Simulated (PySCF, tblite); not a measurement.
# C6H10FNO: geometry, infrared bands and NMR shifts

Wanted: the infrared bands and NMR shifts of C6H10FNO (`C=C[C@@H](CF)C(=O)NC`), by calculation.

The runs use tblite 0.8.0 and PySCF 2.14.0, with density-fitted response routines of our own; the level of theory stands in each step. All values are computed, except where a source is named. Atoms count from 0, in the outputs and in this text.

### 1 Starting geometry

19 atoms, charge 0, multiplicity 1; geometry from: force field or distance geometry start.

Bonds of the start (Å): C0–C1 1.33, C1–C2 1.53, C2–C3 1.52, C3–F4 1.37, C2–C5 1.51, C5–O6 1.23, C5–N7 1.39, N7–C8 1.44, C0–H9 1.09, C0–H10 1.09, C1–H11 1.08, C2–H12 1.11, C3–H13 1.11, C3–H14 1.09, N7–H15 1.02, C8–H16 1.09, C8–H17 1.09, C8–H18 1.10.

### 2 Relaxing the molecule with GFN2-xTB

The job: settings as JSON, then the geometry in Å.

```
{"job": {"kind": "relax", "xc": "GFN2-xTB", "basis": "xTB"}, "charge": 0, "multiplicity": 1}
C     -1.942400     1.520700    -0.851500
C     -1.313700     0.353300    -0.914900
C     -0.760900    -0.391900     0.306900
C     -1.419100    -1.751700     0.456000
F     -2.710900    -1.599300     0.879600
C      0.734200    -0.555800     0.134200
O      1.267800    -1.616000    -0.178600
N      1.463900     0.607700     0.359500
C      2.896900     0.629000     0.232100
H     -2.321000     1.996000    -1.753100
H     -2.149300     2.028200     0.088000
H     -1.157100    -0.124100    -1.874400
H     -0.960900     0.195500     1.225100
H     -0.906800    -2.357800     1.226000
H     -1.431900    -2.323600    -0.466800
H      0.956400     1.471000     0.527600
H      3.154700     0.599700    -0.826600
H      3.328400    -0.234200     0.743500
H      3.262100     1.562300     0.680100
```

Started as:

```bash
> OMP_NUM_THREADS=1 python probes_run.py task.json out
```

The driver reads the jobs from task.json and runs them one after another.

**Question.** This job is followed by: GFN2-xTB harmonic vibrations, gas phase; GIAO PBE0/pcSseg-1 NMR shielding, non-relativistic, gas phase. Predict these results of the whole session: strongest single infrared mode (GFN2-xTB); zero-point energy (GFN2-xTB); 13C shifts against TMS (PBE0/pcSseg-1); 1H shifts against TMS (PBE0/pcSseg-1, means over atoms taken as alike); 19F shifts against CFCl3 (PBE0/pcSseg-1); 17O shifts against H2O (PBE0/pcSseg-1); 15N shifts against NH3 (PBE0/pcSseg-1).

As calculated:

| quantity | value |
| --- | --- |
| strongest single infrared mode (GFN2-xTB) | 1758 cm⁻¹, 494 km/mol |
| zero-point energy (GFN2-xTB) | 95.1 kcal/mol |
| 13C shifts against TMS (PBE0/pcSseg-1) | 169.2, 150.0, 125.9, 87.1, 57.1, 26.2 ppm |
| 1H shifts against TMS (PBE0/pcSseg-1, means over atoms taken as alike) | 6.11, 5.58, 5.55, 5.41, 5.07, 4.76, 3.11, 3.05 ppm |
| 19F shifts against CFCl3 (PBE0/pcSseg-1) | -258.4 ppm |
| 17O shifts against H2O (PBE0/pcSseg-1) | 388.0 ppm |
| 15N shifts against NH3 (PBE0/pcSseg-1) | 124.7 ppm |

In words: Relaxing lowered the energy by 0.155 eV in 62 steps; the close pair that moved most is C5–N7, from 1.392 to 1.347 Å. All 51 modes are real, so the xTB geometry is a minimum. The strongest single mode, at 1758 cm⁻¹, moves mainly C5 and O6. Unscaled tight-binding wavenumbers are off by several per cent, some by more. Its intensities can rank the bands wrongly. C5 (amide carbonyl carbon) lies farthest downfield among carbon, at 169.2 ppm; it is a carbonyl in resonance with an O or N lone pair, the region of acids, esters and amides. H11 (hydrogen on an alkene CH) lies farthest downfield among hydrogen, at 6.11 ppm; attached to an sp2 carbon and in the plane of the double bond. At PBE0/pcSseg-1: Shielding is most anisotropic at O6 (span 758 ppm, paramagnetic term -453 ppm).
